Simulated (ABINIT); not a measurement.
# VWC2 (R-3m) in ABINIT: single point with PBEsol

Aim: the single point of VWC2 with PBEsol.

All numbers are computed with ABINIT 10.8.3 (patched build); they aren't measurements. Logs are shortened: lines on timing, memory, paths and dates and some standing lists are left out, and cuts for length are marked. The log counts tension as positive stress, the text compression.

**1. Starting point**

The structure is trigonal, space group R-3m (No. 166). The conventional cell has a = 3.034 Å, b = 3.034 Å, c = 14.802 Å, α = 90.00°, β = 90.00°, γ = 120.00°. Around W (site symmetry -3m) lie 6 C at 2.17 Å. V (site symmetry -3m) has 6 C at 2.11 Å as nearest neighbours. C (site symmetry 3m) is surrounded by 3 V at 2.11 Å and 3 W at 2.17 Å.

The cell comes from a database or a generator and needn't be the stable form of this composition.

**2. Single point, PBEsol, collinear spin, ferromagnetic start**

File run.abi:

```
# Pseudopotentials
pp_dirpath "./"
pseudos "W.GGA_PBE-JTH.xml, V.GGA_PBE-JTH.xml, C.GGA_PBE-JTH.xml"

# Structure
acell 3*1.0 Angstrom
rprim
     1.5170411163     0.8758640969     4.9338931930
    -1.5170411163     0.8758640969     4.9338931930
     0.0000000000    -1.7517281937     4.9338931930
ntypat 3
znucl 74 23 6
natom 4
typat 1 2 3 3
xcart
     0.0000000000     0.0000000000     0.0000000000
     0.0000000000     0.0000000001    13.9855602944
     0.0000000000     0.0000000000     6.8947133984
     0.0000000000     0.0000000001    21.0764071904

# Plane-wave basis
ecut 19.0
pawecutdg 38.0
pawxcdev 0

# k points
kptopt 1
ngkpt 10 10 10
nshiftk 1
shiftk 0.0 0.0 0.0

# Exchange and correlation
ixc -116133

# Bands and occupations
nband 22
occopt 3
tsmear 0.00183747

# Spin
nsppol 2
spinat
     0.0000000000     0.0000000000     0.0000000000
     0.0000000000     0.0000000000     5.0000000000
     0.0000000000     0.0000000000     0.0000000000
     0.0000000000     0.0000000000     0.0000000000

# SCF cycle
nstep 100
tolvrs 1.0e-9

# Output
iomode 3
prtwf 0
prteig 0
prtebands 0
enunit 2
prtden 1
prtvha 1
prtvclmb 1
prtpot 1
```

Potentials or basis: JTH PAW PBE v2.0.

On the command line:

```console
> abinit run.abi > log 2>&1
```

run.abo:

```text
.Version 10.8.3 of ABINIT
 Symmetries : space group R-3 m (#166); Bravais hR (rhombohedral)
================================================================================
 Values of the parameters that define the memory need of the present run
     intxc =       0    ionmov =       0      iscf =      17    lmnmax =      18
     lnmax =       6     mgfft =      40  mpssoang =       3    mqgrid =    3001
     natom =       4  nloc_mem =       2    nspden =       2   nspinor =       1
    nsppol =       2      nsym =      12    n1xccc =       1    ntypat =       3
    occopt =       3   xclevel =       2
       mpw =        1066          nfft =       64000          nkpt =         116
 PAW method is used; the additional fine FFT grid is defined by:
   mgfftf=        60    nfftf =    216000
================================================================================
================================================================================

--------------------------------------------------------------------------------
------------- Echo of variables that govern the present computation ------------
--------------------------------------------------------------------------------
 -outvars: echo values of preprocessed input variables --------
            acell      1.8897261259E+00  1.8897261259E+00  1.8897261259E+00 Bohr
              amu      1.83850000E+02  5.09415000E+01  1.20110000E+01
             ecut      1.90000000E+01 Hartree
           enunit           2
                       outvar_i_n : Printing only first  50 k-points.
              ixc     -116133
                       outvar_i_n : Printing only first  50 k-points.
         kptrlatt       10    0    0      0   10    0      0    0   10
          kptrlen      5.73358446E+01
            natom           4
            nband          22
            ngfft          40      40      40
          ngfftdg          60      60      60
             nkpt         116
           nspden           2
           nsppol           2
            nstep         100
             nsym          12
           ntypat           3
                       prtocc : prtvol=0, do not print more k-points.
                       1.000000  1.000000  1.000000  1.000000  1.000000  1.000000
                       1.000000  1.000000  1.000000  1.000000  1.000000  1.000000
                       1.000000  1.000000  1.000000  1.000000  1.000000  1.000000
                       0.000000  0.000000  0.000000  0.000000
                       1.000000  1.000000  1.000000  1.000000  1.000000  1.000000
                       1.000000  1.000000  1.000000  1.000000  1.000000  1.000000
                       1.000000  1.000000  1.000000  1.000000  1.000000  1.000000
                       0.000000  0.000000  0.000000  0.000000
                       1.000000  1.000000  1.000000  1.000000  1.000000  1.000000
                       1.000000  1.000000  1.000000  1.000000  1.000000  1.000000
                       1.000000  1.000000  1.000000  1.000000  1.000000  1.000000
                       0.000000  0.000000  0.000000  0.000000
                       1.000000  1.000000  1.000000  1.000000  1.000000  1.000000
                       1.000000  1.000000  1.000000  1.000000  1.000000  1.000000
                       1.000000  1.000000  1.000000  1.000000  1.000000  1.000000
                       0.000000  0.000000  0.000000  0.000000
                       1.000000  1.000000  1.000000  1.000000  1.000000  1.000000
[... 168 lines left out ...]
                       1.000000  1.000000  1.000000  1.000000  1.000000  1.000000
                       1.000000  1.000000  1.000000  1.000000  1.000000  1.000000
                       0.000000  0.000000  0.000000  0.000000
                       1.000000  1.000000  1.000000  1.000000  1.000000  1.000000
                       1.000000  1.000000  1.000000  1.000000  1.000000  1.000000
                       1.000000  1.000000  1.000000  1.000000  1.000000  1.000000
                       0.000000  0.000000  0.000000  0.000000
                       1.000000  1.000000  1.000000  1.000000  1.000000  1.000000
                       1.000000  1.000000  1.000000  1.000000  1.000000  1.000000
                       1.000000  1.000000  1.000000  1.000000  1.000000  1.000000
                       0.000000  0.000000  0.000000  0.000000
                       1.000000  1.000000  1.000000  1.000000  1.000000  1.000000
                       1.000000  1.000000  1.000000  1.000000  1.000000  1.000000
                       1.000000  1.000000  1.000000  1.000000  1.000000  1.000000
                       0.000000  0.000000  0.000000  0.000000
                       prtocc : prtvol=0, do not print more k-points.
           occopt           3
        pawecutdg      3.80000000E+01 Hartree
         pawxcdev           0
        prtebands           0
           prteig           0
           prtpot           1
         prtvclmb           1
           prtvha           1
            prtwf           0
            rprim      1.5170411163E+00  8.7586409690E-01  4.9338931930E+00
[... 187 lines left out ...]
    3      0.00000000000000     0.00000000002757     3.64852520366566
    4     -0.00000000000000     0.00000000007827    11.15315436530538

 cartesian forces (hartree/bohr) at end:
    1     -0.00000000000000    -0.00000000000000    -0.00000000000000
    2     -0.00000000000000    -0.00000000000000    -0.00000000000000
    3      0.00000000000000     0.00000000000000     0.00232206361582
    4     -0.00000000000000    -0.00000000000000    -0.00232206361582
 frms,max,avg= 9.4797850E-04 2.3220636E-03   0.000E+00  0.000E+00  0.000E+00 h/b

 cartesian forces (eV/Angstrom) at end:
    1     -0.00000000000000    -0.00000000000000    -0.00000000000000
    2     -0.00000000000000    -0.00000000000000    -0.00000000000000
    3      0.00000000000000     0.00000000000000     0.11940531201786
    4     -0.00000000000000    -0.00000000000000    -0.11940531201786
 frms,max,avg= 4.8747015E-02 1.1940531E-01   0.000E+00  0.000E+00  0.000E+00 e/A
 length scales=  1.889726125908  1.889726125908  1.889726125908 bohr
              =  1.000000000000  1.000000000000  1.000000000000 angstroms
 Fermi (or HOMO) energy (hartree) =   0.41227   Average Vxc (hartree)=  -0.49049
 Magnetization (Bohr magneton)=  6.16395883E-06
 Total spin up =  1.75000031E+01   Total spin down =  1.74999969E+01
 Eigenvalues (hartree) for nkpt= 116  k points, SPIN UP:
 kpt#   1, nband= 22, wtk=  0.00100, kpt=  0.0000  0.0000  0.0000 (reduced coord)
  -2.34924   -1.97145   -1.03984   -1.02666   -1.02666   -1.01333   -1.00963   -1.00963
  -0.13921    0.02313    0.09185    0.20809    0.20809    0.34441    0.34441    0.34732
   0.39547    0.39547    0.41068    0.41068    0.41270    0.45182
      occupation numbers for kpt#   1
   1.00000    1.00000    1.00000    1.00000    1.00000    1.00000    1.00000    1.00000
   1.00000    1.00000    1.00000    1.00000    1.00000    1.00000    1.00000    1.00000
   0.99989    0.99989    0.70354    0.70354    0.44144    0.00000
 prteigrs : prtvol=0 or 1, do not print more k-points.

 Eigenvalues (hartree) for nkpt= 116  k points, SPIN DOWN:
 kpt#   1, nband= 22, wtk=  0.00100, kpt=  0.0000  0.0000  0.0000 (reduced coord)
  -2.34924   -1.97145   -1.03984   -1.02666   -1.02666   -1.01333   -1.00963   -1.00963
  -0.13921    0.02313    0.09185    0.20809    0.20809    0.34441    0.34441    0.34732
   0.39547    0.39547    0.41068    0.41068    0.41270    0.45182
      occupation numbers for kpt#   1
   1.00000    1.00000    1.00000    1.00000    1.00000    1.00000    1.00000    1.00000
   1.00000    1.00000    1.00000    1.00000    1.00000    1.00000    1.00000    1.00000
   0.99989    0.99989    0.70356    0.70356    0.44146    0.00000
 prteigrs : prtvol=0 or 1, do not print more k-points.

 Fermi (or HOMO) energy (eV) =  11.21839   Average Vxc (eV)= -13.34703
 Eigenvalues (   eV  ) for nkpt= 116  k points, SPIN UP:
 kpt#   1, nband= 22, wtk=  0.00100, kpt=  0.0000  0.0000  0.0000 (reduced coord)
 -63.92617  -53.64588  -28.29548  -27.93695  -27.93695  -27.57412  -27.47352  -27.47352
  -3.78809    0.62952    2.49926    5.66255    5.66255    9.37195    9.37195    9.45115
  10.76118   10.76118   11.17518   11.17518   11.23015   12.29467
 prteigrs : prtvol=0 or 1, do not print more k-points.

 Eigenvalues (   eV  ) for nkpt= 116  k points, SPIN DOWN:
 kpt#   1, nband= 22, wtk=  0.00100, kpt=  0.0000  0.0000  0.0000 (reduced coord)
 -63.92617  -53.64587  -28.29547  -27.93695  -27.93695  -27.57412  -27.47351  -27.47351
  -3.78809    0.62952    2.49926    5.66255    5.66255    9.37196    9.37196    9.45116
  10.76119   10.76119   11.17517   11.17517   11.23015   12.29468
 prteigrs : prtvol=0 or 1, do not print more k-points.

--- !EnergyTerms
iteration_state     : {dtset: 1, }
comment             : Components of total free energy in Hartree
kinetic             :  2.33030598950532E+01
hartree             :  2.48668365193276E+01
xc                  : -1.57080067178484E+01
Ewald energy        : -1.26878555607744E+02
psp_core            :  1.02927098996875E+01
local_psp           : -7.59544212490967E+01
PAW spherical_terms :  7.48792211071235E+00
internal            : -1.52590455149908E+02
'-kT*entropy'       : -7.54119735480142E-04
total_energy        : -1.52591209269644E+02
total_energy_eV     : -4.15221833317759E+03
...

--- !EnergyTermsDC
iteration_state     : {dtset: 1, }
comment             : '"Double-counting" decomposition of free energy'
band_energy         : -1.72576984064645E+01
Ewald energy        : -1.26878555607744E+02
psp_core            :  1.02927098996875E+01
xc_dc               : -2.69928150895598E+01
PAW spherical_terms :  8.24590620133016E+00
internal            : -1.52590453002750E+02
'-kT*entropy'       : -7.54119735480142E-04
total_energy_dc     : -1.52591207122486E+02
total_energy_dc_eV  : -4.15221827475045E+03
...

--- !EnergyTermsWithPAWCore
iteration_state     : {dtset: 1, }
comment             : 'Components of total free energy, including PAW core contributions'
Total energy        : -1.71624952331020E+04
Total energy DC     : -1.71624952309548E+04
Total energy (eV)   : -4.67015286732745E+05
Total energy DC (eV): -4.67015286674318E+05
...

 Cartesian components of stress tensor (hartree/bohr^3)
  sigma(1 1)=  3.12264503E-04  sigma(3 2)= -2.64076883E-13
  sigma(2 2)=  3.12264503E-04  sigma(3 1)=  0.00000000E+00
  sigma(3 3)=  3.24356136E-04  sigma(2 1)=  0.00000000E+00

-Cartesian components of stress tensor (GPa)         [Pressure= -9.3057E+00 GPa]
- sigma(1 1)=  9.18713885E+00  sigma(3 2)= -7.76941014E-09
- sigma(2 2)=  9.18713886E+00  sigma(3 1)=  0.00000000E+00
- sigma(3 3)=  9.54288700E+00  sigma(2 1)=  0.00000000E+00

== END DATASET(S) ==============================================================
================================================================================

 -outvars: echo values of variables after computation  --------
            acell      1.8897261259E+00  1.8897261259E+00  1.8897261259E+00 Bohr
           etotal     -1.5259120712E+02
            fcart     -0.0000000000E+00 -1.7468009275E-19 -0.0000000000E+00
                      -0.0000000000E+00 -1.7468009275E-19 -0.0000000000E+00
                       1.8924828588E-19  5.6932973617E-19  2.3220636158E-03
                      -1.8924828588E-19 -2.1996955066E-19 -2.3220636158E-03
            rprim      1.5170411163E+00  8.7586409690E-01  4.9338931930E+00
                      -1.5170411163E+00  8.7586409690E-01  4.9338931930E+00
                       0.0000000000E+00 -1.7517281937E+00  4.9338931930E+00
           strten      3.1226450266E-04  3.1226450273E-04  3.2435613628E-04
                      -2.6407688321E-13  0.0000000000E+00  0.0000000000E+00
           xangst     -3.5599063459E-26  2.9177968692E-12 -5.0144818447E-09
                       5.3317096964E-17  5.2917329402E-11  7.4008397845E+00
                       1.0916599028E-16  2.7567133876E-11  3.6485252037E+00
                      -6.0290184395E-17  7.8268197513E-11  1.1153154365E+01
             xred     -3.3822267209E-10 -3.3822267209E-10 -3.3988833970E-10
                       4.9999999966E-01  4.9999999966E-01  4.9999999966E-01
                       2.4649399983E-01  2.4649399983E-01  2.4649399983E-01
                       7.5350599949E-01  7.5350599949E-01  7.5350599949E-01
 Calculation completed.
```

Wall time 8.9 min (1 thread of Arm Neoverse V2, shared host); peak memory 0.38 GiB.

Results:

* Free energy: -4152.2183 eV
* Pressure: -9.3 GPa
* Largest force: 0.119 eV/Å
* Band gap on the k mesh: none (metal or under the smearing width)
* Net moment: 0.00 μB per cell
* Valence electrons inside the program's atomic spheres: W 11.86; V 11.32; C 2.45

Forces on the atoms (eV/Å):
```
W    0.000  0.000  0.000
V    0.000  0.000  0.000
C    0.000  0.000  0.119
C    0.000  0.000 -0.119
```

Levels at points of the mesh, in eV from the Fermi level:
Spin up:
```
           k point  band 15  band 16  band 17  band 18  band 19  band 20  band 21  band 22
(0.00, 0.00, 0.00)    -1.85    -1.77    -0.46    -0.46    -0.04    -0.04     0.01     1.08
(0.50, 0.00, 0.00)    -4.53    -3.70    -0.85    -0.55     0.90     1.53     2.12     3.03
(0.50, 0.50, 0.00)    -4.44    -1.79    -1.75     0.70     0.91     0.99     1.64     2.30
(0.50, 0.50, 0.50)    -3.64    -3.64    -0.58    -0.58    -0.36    -0.36     0.64     1.20
```
Spin down:
| k point | band 15 | band 16 | band 17 | band 18 | band 19 | band 20 | band 21 | band 22 |
| --- | --- | --- | --- | --- | --- | --- | --- | --- |
| (0.00, 0.00, 0.00) | -1.85 | -1.77 | -0.46 | -0.46 | -0.04 | -0.04 | 0.01 | 1.08 |
| (0.50, 0.00, 0.00) | -4.53 | -3.70 | -0.85 | -0.55 | 0.90 | 1.53 | 2.12 | 3.03 |
| (0.50, 0.50, 0.00) | -4.44 | -1.79 | -1.75 | 0.70 | 0.91 | 0.99 | 1.64 | 2.30 |
| (0.50, 0.50, 0.50) | -3.64 | -3.64 | -0.58 | -0.58 | -0.36 | -0.36 | 0.64 | 1.20 |

Caveat: the PAW data sets were made with another functional, which shifts forces and pressure a little. The run has no spin-orbit coupling, so splittings on W are missing.
